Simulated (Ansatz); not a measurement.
This script makes an equation of state with a fit of VMo, space group Cmmm with Ansatz 0.2.0, Python API.

`eos_vmo.py`
```python
import ansatz as az
import numpy as np
from pymatgen.analysis.eos import EOS

vectors0 = np.array([
    [1.537278, -2.224028, 0.0],
    [1.537278, 2.224028, 0.0],
    [0.0, 0.0, 4.229013],
])
sites = [
    ('V', (0.5, 0.5, 0.5), 1.5),
    ('Mo', (0.0, 0.0, 0.0), 0.0),
]


def make_crystal(cell):
    crystal = az.Crystal(lattice=az.Lattice.of(cell))
    for symbol, position, moment in sites:
        crystal = crystal.atom(symbol, position, moment=moment or None)
    return crystal


def main() -> None:
    volumes, energies, pressures = [], [], []
    for scale in np.linspace(0.95, 1.07, 5):
        cell = vectors0 * scale ** (1 / 3)
        calc = (
            make_crystal(cell).calculation()
            .occupations('Fermi-Dirac', width=0.05)
            .functional(az.Functional.R2SCAN)
            .spin(az.SpinTreatment.COLLINEAR)
            .basis(600)
            .kpoints(11, 11, 7)
            .stress()
        )
        data = calc.run().report
        volumes.append(abs(np.linalg.det(cell)) / len(sites))
        energies.append(data['free_energy_ev'] / len(sites))
        pressures.append(np.trace(data['stress_gpa']) / 3)
        print(f'V = {volumes[-1]:8.4f} A^3/atom  F = {energies[-1]:.5f} eV/atom  P = {pressures[-1]:8.3f} GPa')

    for form in ['vinet']:
        fit = EOS(eos_name=form).fit(volumes, energies)
        print(f'{form:18s} V0 {fit.v0:8.4f} A^3/atom  B0 {fit.b0_GPa:7.1f} GPa  B1 {fit.b1:5.2f}')


if __name__ == '__main__':
    main()
```

From its runs, with one value withheld:

| V (Å³/atom) | F less the lowest row shown (meV/atom) |
| --- | --- |
| 13.736 | ? |
| 14.170 | 0.11 |
| 14.603 | 0.00 |
| 15.037 | 17.61 |
| 15.471 | 50.45 |

What is the missing energy at 13.736 Å³ an atom?

A third-order Birch-Murnaghan fit, E = E0 + (9 V0 B0 / 16) [(t - 1)³ B' + (t - 1)² (6 - 4t)] with t = (V0/V)^(2/3), through the 4 rows shown gives V0 = 14.386 Å³, B0 = 233.7 GPa, B' = 4.04 and E0 = -2.33 meV. At V = 13.736 Å³, t = 1.03133, and the fit extrapolates to 20.86 meV. The run gave 20.84 meV, a miss of 0.02 meV.

The SCF didn't keep the moments it started from (some shrank, vanished or turned); what is printed is the state reached. Shape and fractional positions are held along the curve, so the bulk modulus is an upper value where they are free to relax. The mesh is modest for a metal, so energies can be off by several to tens of meV an atom and pressures by half a GPa or more; differences at equal mesh fare better. Pressure is positive in compression. r2SCAN tends to overestimate the moments of itinerant magnets. This cell is a computed structure, which may not be the phase found in nature. Hardware and time: 2.9 min on 1 thread of Intel(R) Xeon(R) 6975P-C (Granite Rapids), with other jobs on the host, peak memory 0.79 GiB.
